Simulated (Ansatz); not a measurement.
# C3H9BO: the cost of one run

Method: RHF/def2-SVP, in Ansatz 0.2.0.

### 1 The system as given

Bond lengths: C1–C2 1.483 Å, C2–C3 1.514 Å, C3–B4 1.673 Å, B4–O5 1.445 Å, C1–H6 1.106 Å, C1–H7 1.162 Å, C1–H8 1.101 Å, C2–H9 1.133 Å, C2–H10 1.087 Å, C3–H11 1.151 Å, C3–H12 1.071 Å, B4–H13 1.109 Å, O5–H14 0.973 Å. Angles (14 of 22 angles, heavy atoms first): C1–C2–C3 108.8°, C2–C3–B4 112.4°, C3–B4–O5 119.2°, C1–C2–H9 107.3°, C1–C2–H10 110.1°, C3–C2–H9 110.5°, C3–C2–H10 109.4°, C2–C1–H6 113.1°, C2–C1–H7 108.1°, C2–C1–H8 112.8°, C2–C3–H11 109.5°, C2–C3–H12 112.9°, B4–C3–H11 105.1°, B4–C3–H12 109.7°.

As a file:

```xyz
14

C    -1.4448    0.9988    0.8346
C    -0.3441    0.6214   -0.0854
C     0.2557   -0.6875    0.3812
B     1.5773   -1.1446   -0.5365
O     1.9224   -0.3731   -1.7082
H    -2.2867    0.2818    0.8223
H    -1.9031    1.9978    0.4573
H    -1.0919    1.2162    1.8546
H     0.4288    1.4486   -0.0432
H    -0.7259    0.5031   -1.0964
H     0.6615   -0.5651    1.4516
H    -0.4579   -1.4860    0.4103
H     2.0322   -2.1251   -0.2863
H     1.3635   -0.7154   -2.4271
```

### 2 End point A

input.yaml reads:

```yaml
crystal:
  periodic: [false, false, false]
  atoms:
    - { symbol: C, position_ang: [-1.4448, 0.9988, 0.8346] }
    - { symbol: C, position_ang: [-0.3441, 0.6214, -0.0854] }
    - { symbol: C, position_ang: [0.2557, -0.6875, 0.3812] }
    - { symbol: B, position_ang: [1.5773, -1.1446, -0.5365] }
    - { symbol: O, position_ang: [1.9224, -0.3731, -1.7082] }
    - { symbol: H, position_ang: [-2.2867, 0.2818, 0.8223] }
    - { symbol: H, position_ang: [-1.9031, 1.9978, 0.4573] }
    - { symbol: H, position_ang: [-1.0919, 1.2162, 1.8546] }
    - { symbol: H, position_ang: [0.4288, 1.4486, -0.0432] }
    - { symbol: H, position_ang: [-0.7259, 0.5031, -1.0964] }
    - { symbol: H, position_ang: [0.6615, -0.5651, 1.4516] }
    - { symbol: H, position_ang: [-0.4579, -1.486, 0.4103] }
    - { symbol: H, position_ang: [2.0322, -2.1251, -0.2863] }
    - { symbol: H, position_ang: [1.3635, -0.7154, -2.4271] }
basis:
  gaussian: { orbitals: def2-SVP }
hamiltonian:
  xc: hf
relax:
  f_tol: 0.02
  max_steps: 50
```

Launch:

```sh
$ ansatz run input.yaml --threads 2 --pin off --max-ram 3072MiB --backend cpu --events-out ev --progress --plain --runs-dir out
```

What time and memory should one allow on 2 threads of Arm Neoverse V2, shared host?

About 21 s, with a peak of 0.23 GiB.
